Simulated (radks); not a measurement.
# Fractional charge and spin in the 4d shell of molybdenum

One table from this session's results is given with a row withheld; the runs are named, their logs left out.

Program: radks (a radial shooting solver on a logarithmic mesh, Libxc functionals) version 1. Level of theory: scalar-relativistic Kohn-Sham, SCAN, spin-polarised, spherical densities, finite nucleus. These are calculated values, not measurements, unless marked.

**The atom as given**

| Property | Result |
| --- | --- |
| element | molybdenum (Z = 42) |
| configuration | [Kr] 4d(up 2, down 2) |
| nuclear rms radius | 4.4091 fm |

A shell typed twice in an input gives spin up, then spin down.

The first run:

The run's settings:

```text
Z 42
configuration [Kr] 4d2 4d2
relativity scalar-relativistic
functional scan,scan
spin polarised
nucleus finite rms 4.4091 fm
c 137.035999084
```

On the command line:

```sh
$ python run_ks.py task.json out
```

All runs below come from this command, one after another.

Steps of the session up to this table: 4d: up 2, down 2.

One of the session's tables, all rows but one given; the rest of the session is left out.

Sizes of the orbitals, from the radial functions (bohr):

| level | <r> | outermost maximum (interpolated) | 90 % within | nodes |
| --- | --- | --- | --- | --- |
| 2s | 0.1536 | 0.129 | 0.237 | 1 |
| 2p | 0.1340 | 0.104 | 0.218 | 0 |
| 3s | 0.4277 | 0.383 | 0.632 | 2 |
| 3p | 0.4299 | 0.377 | 0.649 | 1 |
| 3d | ? | ? | ? | ? |
| 4s | 1.108 | 0.991 | 1.61 | 3 |
| 4p | 1.229 | 1.07 | 1.82 | 2 |
| 4d | 1.719 | 1.34 | 2.71 | 1 |

**Question.** Estimate the row for 3d.

**Answer.** <r>: 0.4152; outermost maximum (interpolated): 0.323; 90 % within: 0.663; nodes: 0. In the column «<r>» it lies between 2s (0.1536) and 3s (0.4277).
